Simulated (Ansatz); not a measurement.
# C2H2AlF: the cost of one run

Method: unrestricted cation, the program's frozen cores in correlated methods; program: Ansatz 0.2.0, Gaussian basis.

Plan: UKS PBE-D4/def2-TZVPP; UKS r2SCAN-D4/def2-TZVPP; UKS PBE0-D4/def2-TZVPP; UKS B3LYP-D4/def2-TZVPP; UKS wB97X-V/def2-TZVPP; UKS wB97M-V/def2-TZVPP; UKS B2PLYP/def2-TZVPP; UHF-CCSD(T)/def2-TZVPP; UHF-MP2/def2-QZVPP; extrapolation to the limit; then −ε(HOMO) from the neutral's earlier runs with LDA (SPW92), PBE-D4, revPBE-D4, BLYP-D4, r2SCAN-D4, B97M-V, PBE0-D4, B3LYP-D4, r2SCANh-D4, r2SCAN0-D4, HSE06-D4, BHLYP-D4, CAM-B3LYP-D4, LC-ωPBE, ωB97X-V, ωB97M-V.

## Step 1: The relaxed structure

The geometry comes from an earlier relaxation with PBE0-D4 in a triple-zeta def2 set; it is a stationary point.

SMILES `F[C]1=[CH][AlH]1`, 6 atoms, charge 0, spin multiplicity 1.

Atoms are counted from 1 here; the program's logs count them from 0.

Bond lengths: F1–C2 1.330 Å, C2–C3 1.357 Å, C2–Al4 1.853 Å, C3–Al4 1.867 Å, C3–H5 1.087 Å, Al4–H6 1.571 Å. Angles: F1–C2–C3 127.5°, F1–C2–Al4 163.4°, C3–C2–Al4 69.2°, C2–C3–Al4 68.0°, C2–C3–H5 129.3°, Al4–C3–H5 162.6°, C2–Al4–C3 42.8°, C2–Al4–H6 159.4°, C3–Al4–H6 157.8°.

## Step 2: Cation, UKS PBE-D4/def2-TZVPP

in.yaml reads:

```yaml
crystal:
  periodic: [false, false, false]
  atoms:
    - {symbol: F, position_ang: [-0.062037, -1.970705, 0.877656]}
    - {symbol: C, position_ang: [-0.143186, -0.758847, 0.334568]}
    - {symbol: C, position_ang: [0.881163, 0.038909, -0.060452]}
    - {symbol: Al, position_ang: [-0.780465, 0.835425, -0.361422]}
    - {symbol: H, position_ang: [1.952021, -0.142046, -0.016215]}
    - {symbol: H, position_ang: [-1.805397, 1.933365, -0.820335]}
basis:
  gaussian: {orbitals: def2-TZVPP}
total_charge: 1
magnetization: {spin_polarized: true, initial_magnetization: 1}
hamiltonian: {xc: pbe, dispersion: d4}
```

Command:

```
> ansatz run in.yaml --threads 2 --pin off --events-out ev --progress --plain --max-ram 4352MiB
```

Q: Estimate wall time and peak memory on 2 threads of Arm Neoverse V1, shared host.

About 11 s, with a peak of 0.32 GiB.
